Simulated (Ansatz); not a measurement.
# H5InNOSi: the cost of one run

The runs use Ansatz 0.2.0, Gaussian basis; the settings change from run to run.

**1. The geometry**

An earlier PBE0-D4 in a triple-zeta def2 set relaxation fixed the geometry. In takes a core potential in def2 sets; no spin-orbit term is included.

SMILES `[NH2][In][O][SiH3]`, 9 atoms, charge 0, spin multiplicity 2.

Atoms are counted from 1 here; the program's logs count them from 0.

Bond lengths: N1–In2 2.075 Å, N1–H5 1.015 Å, N1–H6 1.017 Å, In2–O3 2.006 Å, O3–Si4 1.624 Å, Si4–H7 1.490 Å, Si4–H8 1.495 Å, Si4–H9 1.491 Å. Angles: In2–N1–H5 112.6°, In2–N1–H6 109.6°, H5–N1–H6 107.2°, N1–In2–O3 109.8°, In2–O3–Si4 140.2°, O3–Si4–H7 110.1°, O3–Si4–H8 112.0°, O3–Si4–H9 111.5°, H7–Si4–H8 107.8°, H7–Si4–H9 108.1°, H8–Si4–H9 107.3°.

**2. PBE/def2-TZVPD**

Options: charge -1, multiplicity 1, D3(BJ) dispersion, high accuracy.

The input, in.yaml:

```yaml
crystal:
  periodic: [false, false, false]
  atoms:
    - {symbol: N, position_ang: [-0.463985, 2.738084, -0.720737]}
    - {symbol: In, position_ang: [0.861593, 1.262789, -0.112150]}
    - {symbol: O, position_ang: [-0.122252, -0.464216, 0.161833]}
    - {symbol: Si, position_ang: [0.140732, -1.980264, 0.681001]}
    - {symbol: H, position_ang: [0.004520, 3.538218, -1.132894]}
    - {symbol: H, position_ang: [-1.093312, 2.361979, -1.426047]}
    - {symbol: H, position_ang: [-0.637453, -2.945498, -0.145092]}
    - {symbol: H, position_ang: [1.583314, -2.361776, 0.590257]}
    - {symbol: H, position_ang: [-0.273158, -2.149315, 2.103829]}
basis:
  gaussian: {orbitals: def2-TZVPD}
total_charge: -1
hamiltonian: {xc: {name: PBE}, dispersion: d3bj}
accuracy: high
output: {forces: true}
```

Command:

```console
$ ansatz run in.yaml --threads 4 --pin off --events-out ev --progress --plain --max-ram 10444MiB
```

Q: Estimate wall time and peak memory on 4 threads of Arm Neoverse V1, shared host.

About 15 s, with a peak of 1.2 GiB.
